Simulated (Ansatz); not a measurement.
Runs of Ansatz 0.2.0 on MnPt2. The structure is trigonal, space group P-3m1 (No. 164). The conventional cell has a = 2.858 Å, b = 2.858 Å, c = 6.533 Å, α = 90.00°, β = 90.00°, γ = 120.00°. Around Pt (site symmetry 3m) lie 3 Mn at 2.64 Å and 9 Pt at 2.86 to 2.91 Å. Mn (site symmetry -3m) has 6 Pt at 2.64 Å and 6 Mn at 2.86 Å as nearest neighbours. The cell comes from a database or a generator and needn't be the stable form of this composition.

```csv
task,level,cell,k mesh,cutoff (eV),gap on the mesh (eV),pressure (GPa),moment (μB),V0 of scaled cells (Å³/atom),relaxed volume (Å³/atom),B0 (GPa)
relaxation of cell and atoms,BLYP+D3(BJ),relaxed,11 × 11 × 4,420,none,0.0,4.23,-,14.94,-
single point,PBE,as given,11 × 11 × 4,420,none,-0.5,4.55,-,-,-
equation of state,PBE,as given,11 × 11 × 4,420,-,-,-,15.37,-,177
equation of state,r2SCAN,as given,11 × 11 × 4,500,-,-,-,(a),-,204
relaxation of cell and atoms,RPBE+D4,relaxed,11 × 11 × 4,420,none,0.0,4.47,-,14.81,-
phonons,PBE,as given,10 × 10 × 4,420,none,-,4.51,-,-,-
equation of state,PBEsol,as given,11 × 11 × 4,420,-,-,-,14.61,-,(b)
```

Alike in all rows: potentials or basis Ansatz PAW; spin collinear, ferromagnetic start; smearing fermi-dirac 0.05 eV.

Task: Estimate the missing entries.

Result: (a) 15.23; (b) 189.

Caveats: the PAW data sets come from PBE, with cores solved anew for the run's functional, which leaves a small shift of forces and pressure (some runs); the cell was scaled at fixed shape and fractional positions, which overstates the stiffness of a crystal with free parameters, most of all of layers and chains (some runs); the potentials were made for another functional, which shifts forces and pressure (some runs); the plane-wave basis is chosen anew once the cell has moved, so the energies of steps on either side of that aren't comparable (some runs); pairwise dispersion overbinds metals, which lowers pressure and volume (some runs); the magnetic or orbital state may not be the lowest (some runs).

A k mesh can miss the band edges, and the runs leave out spin-orbit coupling on Pt.

A gap of «none» marks a metal or a gap under the smearing width.

Not every run made on this cell is shown here.
